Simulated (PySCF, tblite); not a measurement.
**C₅H₁₂Si₂: a rotation path, then NMR shifts on frames**

How do NMR shifts of C₅H₁₂Si₂ (`CC(C)[SiH2]C#C[SiH3]`) change as the atoms move?

Programs: tblite 0.8.0 and PySCF 2.14.0, with density-fitted response routines of our own. Each step states its level of theory. These are calculated values for one molecule in the gas phase, unless marked as measured. Atoms count from 0, in the outputs and in this text.

### Step 1. The starting structure

19 atoms, charge 0, multiplicity 1; geometry from: GFN2-xTB.

Bonds of the start (Å): C0–C1 1.53, C1–C2 1.53, C1–Si3 1.91, Si3–C4 1.85, C4–C5 1.21, C5–Si6 1.85, C0–H7 1.09, C0–H8 1.09, C0–H9 1.09, C1–H10 1.10, C2–H11 1.09, C2–H12 1.09, C2–H13 1.09, Si3–H14 1.47, Si3–H15 1.47, Si6–H16 1.47, Si6–H17 1.47, Si6–H18 1.47.

### Step 2. A band between two rotamers with GFN2-xTB

Job settings and geometry (Å):

```
{"job": {"kind": "neb", "xc": "GFN2-xTB", "basis": "xTB", "atoms": [2, 1, 3, 4], "turn": 120}, "charge": 0, "multiplicity": 1}
C     -1.662009     1.357348    -0.384708
C     -1.773782    -0.165354    -0.405023
C     -1.864602    -0.701845     1.021454
Si    -0.310294    -0.955653    -1.351013
C      1.238038    -0.490164    -0.449621
C      2.227714    -0.164864     0.169063
Si     3.741160     0.327388     1.110367
H     -0.742962     1.665144     0.111516
H     -2.502036     1.798130     0.152694
H     -1.655078     1.761564    -1.395288
H     -2.706216    -0.425290    -0.920308
H     -2.003697    -1.781206     1.024369
H     -2.703760    -0.249616     1.550255
H     -0.953526    -0.473628     1.572104
H     -0.440418    -2.418516    -1.355431
H     -0.245947    -0.426269    -2.719510
H      4.910053    -0.248136     0.440126
H      3.818078     1.791201     1.121978
H      3.619480    -0.190983     2.476051
```

Level: GFN2-xTB climbing-image nudged elastic band, gas phase.

On the command line:

```
$ OMP_NUM_THREADS=1 python probes_run.py task.json out
```

One launch serves the whole session: the jobs run in the order shown.

Log:

```text
image   E - E0 / eV
  0       0.0000
  1       0.0110
  2       0.0337
  3       0.0568
  4       0.0671
  5       0.0595
  6       0.0384
  7       0.0169
  8       0.0070
```

Wall time 3.2 s (1 thread of Intel Xeon Platinum 8488C, shared host); peak memory 0.19 GiB.

The final band, with the dihedral C2–C1–Si3–C4:

| image | dihedral (°) | energy (eV) | energy (kcal/mol) |
| --- | --- | --- | --- |
| 0 | -62 | 0.000 | 0.0 |
| 1 | -47 | 0.011 | 0.3 |
| 2 | -32 | 0.034 | 0.8 |
| 3 | -17 | 0.057 | 1.3 |
| 4 | -2 | 0.067 | 1.5 |
| 5 | 13 | 0.059 | 1.4 |
| 6 | 28 | 0.038 | 0.9 |
| 7 | 43 | 0.017 | 0.4 |
| 8 | 58 | 0.007 | 0.2 |

### Step 3. Nuclear shieldings: image 0, PBE0/pcSseg-1

Job settings and geometry (Å):

```
{"job": {"kind": "nmr", "xc": "PBE0", "basis": "pcSseg-1", "pop": false}, "charge": 0, "multiplicity": 1}
C     -1.662000     1.357300    -0.384700
C     -1.773800    -0.165400    -0.405000
C     -1.864600    -0.701800     1.021500
Si    -0.310300    -0.955700    -1.351000
C      1.238000    -0.490200    -0.449600
C      2.227700    -0.164900     0.169100
Si     3.741200     0.327400     1.110400
H     -0.743000     1.665100     0.111500
H     -2.502000     1.798100     0.152700
H     -1.655100     1.761600    -1.395300
H     -2.706200    -0.425300    -0.920300
H     -2.003700    -1.781200     1.024400
H     -2.703800    -0.249600     1.550300
H     -0.953500    -0.473600     1.572100
H     -0.440400    -2.418500    -1.355400
H     -0.245900    -0.426300    -2.719500
H      4.910100    -0.248100     0.440100
H      3.818100     1.791200     1.122000
H      3.619500    -0.191000     2.476100
```

With the program's defaults for keys left out, this is: GIAO PBE0/pcSseg-1 NMR shielding, non-relativistic, gas phase.

Log:

```text
coarse grid: 16120 points
cycle   1  E = -776.0455286449  dE =  3.403e-01  |g| = 4.814e-01  |ddm| = 3.836e+00
cycle   2  E = -776.0268921333  dE =  1.864e-02  |g| = 5.440e-01  |ddm| = 1.055e+00
cycle   3  E = -776.1068396113  dE = -7.995e-02  |g| = 5.763e-02  |ddm| = 5.803e-01
cycle   4  E = -776.1070058996  dE = -1.663e-04  |g| = 5.224e-02  |ddm| = 7.938e-02
cycle   5  E = -776.1076627483  dE = -6.568e-04  |g| = 1.260e-02  |ddm| = 4.242e-02
cycle   6  E = -776.1077004920  dE = -3.774e-05  |g| = 3.243e-03  |ddm| = 1.152e-02
cycle   7  E = -776.1077031756  dE = -2.684e-06  |g| = 3.944e-04  |ddm| = 3.207e-03
final grid: 144360 points
cycle   8  E = -776.1502983181  dE = -3.060e-05  |g| = 7.699e-03  |ddm| = 2.943e-02
cycle   9  E = -776.1502909500  dE =  7.368e-06  |g| = 9.331e-03  |ddm| = 1.500e-02
cycle  10  E = -776.1503138498  dE = -2.290e-05  |g| = 8.035e-04  |ddm| = 8.376e-03
cycle  11  E = -776.1503139488  dE = -9.904e-08  |g| = 4.808e-04  |ddm| = 8.899e-04
cycle  12  E = -776.1503140035  dE = -5.464e-08  |g| = 1.365e-04  |ddm| = 3.981e-04
cycle  13  E = -776.1503140080  dE = -4.564e-09  |g| = 2.840e-05  |ddm| = 1.201e-04
cycle  14  E = -776.1503140082  dE = -1.969e-10  |g| = 3.782e-06  |ddm| = 3.397e-05
converged SCF energy = -776.1503140082

GIAO shielding tensors (ppm)
atom      isotropic    diamagn.    paramagn.     s11        s22        s33       span
  0 C      166.070     249.364     -83.293    150.628    160.433    187.150     36.521
  1 C      169.977     252.639     -82.662    166.362    170.761    172.808      6.446
  2 C      166.096     249.178     -83.082    150.639    160.507    187.143     36.504
  3 Si     406.292     882.651    -476.359    378.195    383.831    456.851     78.656
  4 C       69.231     264.821    -195.590    -29.808    -24.985    262.485    292.293
  5 C       72.969     264.745    -191.775    -23.597    -21.305    263.810    287.408
  6 Si     449.122     881.890    -432.767    442.801    443.399    461.167     18.366
  7 H       30.408      33.094      -2.686     25.942     30.164     35.119      9.176
  8 H       30.526      30.754      -0.228     26.189     27.971     37.418     11.229
  9 H       30.473      31.107      -0.634     25.940     27.866     37.613     11.673
 10 H       30.644      31.411      -0.767     26.449     28.239     37.244     10.795
 11 H       30.477      30.910      -0.432     25.941     27.873     37.617     11.676
 12 H       30.529      30.634      -0.105     26.191     27.975     37.422     11.231
 13 H       30.411      32.936      -2.525     25.944     30.166     35.122      9.178
 14 H       27.349      29.845      -2.497     23.864     25.441     32.741      8.877
 15 H       27.347      29.889      -2.542     23.861     25.438     32.742      8.881
 16 H       27.466      27.747      -0.280     23.902     25.804     32.692      8.790
 17 H       27.465      29.099      -1.633     23.895     26.159     32.341      8.446
 18 H       27.464      29.034      -1.570     23.893     26.163     32.336      8.443
```

Run time: 38 s. Hardware: 1 thread of Intel Xeon Platinum 8488C, shared host; peak memory 0.87 GiB.

Shifts follow as δ = σ(reference) − σ, with reference shieldings (ppm) from runs at the same level and on the same kind of geometry: 1H TMS 31.72, 13C TMS 186.9, 29Si TMS 349.2. The references are single molecules in the gas phase. Each atom is listed at this fixed geometry, with no averaging over motion; a spectrum would average atoms that exchange fast.

```csv
atoms,environment,σ (ppm),δ (ppm)
C4,alkyne carbon,69.2,117.7
C5,alkyne carbon,73.0,114.0
C0,methyl carbon,166.1,20.9
C2,methyl carbon,166.1,20.8
C1,sp3 CH bonded to Si,170.0,16.9
H15,hydrogen on a silicon bonded to 2 C,27.35,4.37
H14,hydrogen on a silicon bonded to 2 C,27.35,4.37
H18,hydrogen on a silicon bonded to C,27.46,4.25
H17,hydrogen on a silicon bonded to C,27.47,4.25
H16,hydrogen on a silicon bonded to C,27.47,4.25
H7,hydrogen on a methyl carbon,30.41,1.31
H13,hydrogen on a methyl carbon,30.41,1.31
H9,hydrogen on a methyl carbon,30.47,1.24
H11,hydrogen on a methyl carbon,30.48,1.24
H8,hydrogen on a methyl carbon,30.53,1.19
H12,hydrogen on a methyl carbon,30.53,1.19
H10,hydrogen on an sp3 CH bonded to Si,30.64,1.07
Si3,"silicon bonded to 2 C, 2 H",406.3,-57.1
Si6,"silicon bonded to C, 3 H",449.1,-100.0
```

Orbitals, density, ELF and potential are computed afterwards from the orbital file.

Frontier orbitals at PBE0/pcSseg-1, with the share of their density that lies nearest to each atom:

```csv
orbital,energy (eV),lies on
HOMO,-7.84,"C4, C5 about 25 % each; C1 17 %; Si3 7 %"
LUMO,-0.44,"C4, C5 about 26 % each; Si3, Si6 about 7 % each; H16 7 %"
```

ELF in a plane through or near 7 of the atoms.

Ten even steps from '0' (0.00) to '9' (1.00):
```
0000000000000000000000000000
0000000000000000000000000000
0000000000000000000000000000
0000000000000000000000000000
0000000000000000000000000000
0000000000000000000000000000
0000012200000000000000000000
0000024310000000000000000000
0000112124441000231000000000
0002637688675102526750000000
0038991194286415489993000000
0069999384422945979994000000
0039997046857838355880000000
0005993024668448120110000000
0000110002332211210000000000
0000000000000124200000000000
0000000000000011000000000000
0000000000000000000000000000
0000000000000000000000000000
0000000000000000000000000000
```
The map spans 14.9 Å across and 10.1 Å up, centred on the molecule. Atoms in the plane (x, y in Å): C1 (1.8, -0.2), Si3 (0.6, -1.6), C4 (-1.1, -0.9), C5 (-2.2, -0.4), Si6 (-3.9, 0.3), H10 (2.9, -0.6), H16 (-4.9, -0.8).

On the surface of density 0.002 e/bohr³ the electrostatic potential runs, from the 1st to the 99th percentile, from -0.78 V near C4 to 1.14 V near H18.

### Step 4. Shielding tensors: image 2, PBE0/pcSseg-1

Job settings and geometry (Å):

```
{"job": {"kind": "nmr", "xc": "PBE0", "basis": "pcSseg-1", "pop": false}, "charge": 0, "multiplicity": 1}
C     -2.093300     1.262200    -0.631800
C     -1.755600    -0.202800    -0.369700
C     -1.479300    -0.407300     1.118800
Si    -0.271600    -0.778500    -1.436900
C      1.265200    -0.462000    -0.454000
C      2.234200    -0.261500     0.245500
Si     3.734300     0.033300     1.286800
H     -1.243000     1.896100    -0.387400
H     -2.937000     1.574000    -0.017000
H     -2.357300     1.427500    -1.674600
H     -2.635200    -0.800600    -0.635900
H     -1.303400    -1.457000     1.343000
H     -2.319800    -0.064800     1.722400
H     -0.595600     0.152600     1.420300
H     -0.364300    -2.219300    -1.706500
H     -0.222100    -0.007900    -2.686000
H      4.899100    -0.423500     0.523700
H      3.824500     1.469500     1.569500
H      3.610500    -0.720700     2.538900
```

Method: GIAO PBE0/pcSseg-1 NMR shielding, non-relativistic, gas phase.

Log:

```text
coarse grid: 16120 points
cycle   1  E = -776.0430967177  dE =  3.433e-01  |g| = 4.816e-01  |ddm| = 3.846e+00
cycle   2  E = -776.0247582522  dE =  1.834e-02  |g| = 5.433e-01  |ddm| = 1.062e+00
cycle   3  E = -776.1044644876  dE = -7.971e-02  |g| = 5.770e-02  |ddm| = 5.813e-01
cycle   4  E = -776.1046225272  dE = -1.580e-04  |g| = 5.264e-02  |ddm| = 8.058e-02
cycle   5  E = -776.1052911253  dE = -6.686e-04  |g| = 1.249e-02  |ddm| = 4.271e-02
cycle   6  E = -776.1053281809  dE = -3.706e-05  |g| = 3.228e-03  |ddm| = 1.148e-02
cycle   7  E = -776.1053308364  dE = -2.656e-06  |g| = 3.925e-04  |ddm| = 3.166e-03
final grid: 144360 points
cycle   8  E = -776.1482010829  dE = -2.946e-05  |g| = 7.125e-03  |ddm| = 3.471e-02
cycle   9  E = -776.1481951203  dE =  5.963e-06  |g| = 8.542e-03  |ddm| = 1.418e-02
cycle  10  E = -776.1482143728  dE = -1.925e-05  |g| = 6.756e-04  |ddm| = 7.781e-03
cycle  11  E = -776.1482144418  dE = -6.898e-08  |g| = 4.029e-04  |ddm| = 7.773e-04
cycle  12  E = -776.1482144788  dE = -3.707e-08  |g| = 1.341e-04  |ddm| = 3.495e-04
cycle  13  E = -776.1482144833  dE = -4.449e-09  |g| = 2.801e-05  |ddm| = 1.180e-04
cycle  14  E = -776.1482144835  dE = -1.924e-10  |g| = 3.744e-06  |ddm| = 3.184e-05
converged SCF energy = -776.1482144835

GIAO shielding tensors (ppm)
atom      isotropic    diamagn.    paramagn.     s11        s22        s33       span
  0 C      163.884     247.592     -83.708    143.846    162.068    185.737     41.891
  1 C      172.906     252.599     -79.694    168.723    174.427    175.567      6.844
  2 C      164.970     250.430     -85.460    152.656    159.519    182.735     30.078
  3 Si     404.369     882.748    -478.379    366.287    391.650    455.171     88.883
  4 C       69.213     265.131    -195.919    -29.864    -24.946    262.448    292.313
  5 C       71.828     264.367    -192.539    -23.198    -21.386    260.069    283.266
  6 Si     449.018     881.744    -432.726    440.785    444.379    461.890     21.105
  7 H       30.610      31.899      -1.289     26.509     29.819     35.501      8.992
  8 H       30.556      29.905       0.650     26.132     28.075     37.460     11.328
  9 H       30.470      29.895       0.575     25.755     27.932     37.722     11.967
 10 H       30.656      31.676      -1.021     26.476     28.132     37.359     10.884
 11 H       30.462      32.400      -1.938     26.379     27.799     37.207     10.827
 12 H       30.591      31.519      -0.928     26.173     28.214     37.386     11.213
 13 H       30.238      34.011      -3.773     25.650     29.730     35.335      9.685
 14 H       27.217      29.743      -2.526     23.480     25.460     32.712      9.232
 15 H       27.472      30.068      -2.597     23.994     25.900     32.521      8.528
 16 H       27.442      27.683      -0.241     23.850     25.810     32.665      8.815
 17 H       27.464      29.043      -1.579     23.912     26.114     32.366      8.453
 18 H       27.462      28.899      -1.437     23.927     26.138     32.320      8.393
```

It took 29 s on 1 thread of Intel Xeon Platinum 8488C, shared host; peak memory 0.89 GiB.

This run: δ C4 117.7, C5 115.1, C0 23.0, C2 22.0, H14 4.50, H16 4.28 ppm.

[end of part 1 of 2]
